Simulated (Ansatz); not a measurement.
Working through a rigid scan of one bond length of C2H5AlO, SMILES C=[C](O)[AlH2]

With Ansatz 0.2.0, Python API.

The cells in order, each with its output:

**Cell 1**
```python
import ansatz as az
import numpy as np
```

**Cell 2**
```python
c2h5alo = (
    az.Crystal.molecule()
    .atom("C", [-0.2884, 1.2696, -0.6676])
    .atom("C", [0.2575, 0.1761, -0.3365])
    .atom("O", [1.4119, -0.1923, -0.9801])
    .atom("Al", [-0.4469, -0.9699, 1.0614])
    .atom("H", [0.0949, 1.9398, -1.4633])
    .atom("H", [-1.2583, 1.6431, -0.2055])
    .atom("H", [1.9466, -1.0522, -0.7182])
    .atom("H", [0.246, -2.3257, 1.4627])
    .atom("H", [-1.8748, -0.5348, 1.83])
)
```

**Cell 3**
```python
symbols = [site.symbol for site in c2h5alo.cartesian_sites]
start = np.array([site.position_ang for site in c2h5alo.cartesian_sites])
axis = (start[4] - start[0]) / np.linalg.norm(start[4] - start[0])
moving = [4]
lengths, energies = [0.976, 1.02, 1.064, 1.109, 1.153, 1.197, 1.242, 1.308], []
for length in lengths:
    xyz = start.copy()
    xyz[moving] += (length - np.linalg.norm(start[4] - start[0])) * axis
    point = az.Crystal.molecule()
    for symbol, place in zip(symbols, xyz):
        point = point.atom(symbol, place.tolist())
    calc = (
        point.calculation()
        .basis(gaussian="def2-SVP")  # the orbital basis, by name
        .functional("PBE0", dispersion="d3bj")
    )
    data = calc.run().report
    energies.append(data["free_energy_ev"])
    print(f"r = {length:6.3f} A  E = {energies[-1]:.5f} eV  <S^2> = {abs(data['mean_field']['state']['spin_squared']):.3f}")
```
Output:
```text
r =  0.976 A  E = -10784.07366 eV  <S^2> = 0.000
r =  1.020 A  E = -10784.27655 eV  <S^2> = 0.000
r =  1.064 A  E = -10784.37608 eV  <S^2> = 0.000
r =  1.109 A  E = -10784.39433 eV  <S^2> = 0.000
r =  1.153 A  E = -10784.34878 eV  <S^2> = 0.000
r =  1.197 A  E = -10784.25494 eV  <S^2> = 0.000
r =  1.242 A  E = -10784.12091 eV  <S^2> = 0.000
r =  1.308 A  E = -10783.87440 eV  <S^2> = 0.000
```

**Cell 4**
```python
# quartic fit about the minimum
fit = np.polynomial.Polynomial.fit(lengths, np.array(energies) - min(energies), 4).convert()
roots = [r.real for r in fit.deriv().roots() if abs(r.imag) < 1e-9 and fit.deriv(2)(r.real) > 0]
r_e = min(roots, key=lambda r: abs(r - lengths[int(np.argmin(energies))]))
print(f"minimum of the fit at {r_e:.4f} A, force constant {fit.deriv(2)(r_e):.2f} eV/A^2")
```
Output:
```text
minimum of the fit at 1.0973 A, force constant 34.65 eV/A^2
```

Notes:
- Total energies depend on the basis set; only differences at equal settings carry meaning.
- The rest of the molecule is held rigid at a force-field or estimated start geometry, and the basis set is modest; single-reference methods fail as a bond breaks.
- The orbitals are restricted, so S² is zero by construction.
- It ran for 18 s on 1 thread of Arm Neoverse V1, on a shared host, peak memory 0.22 GiB.
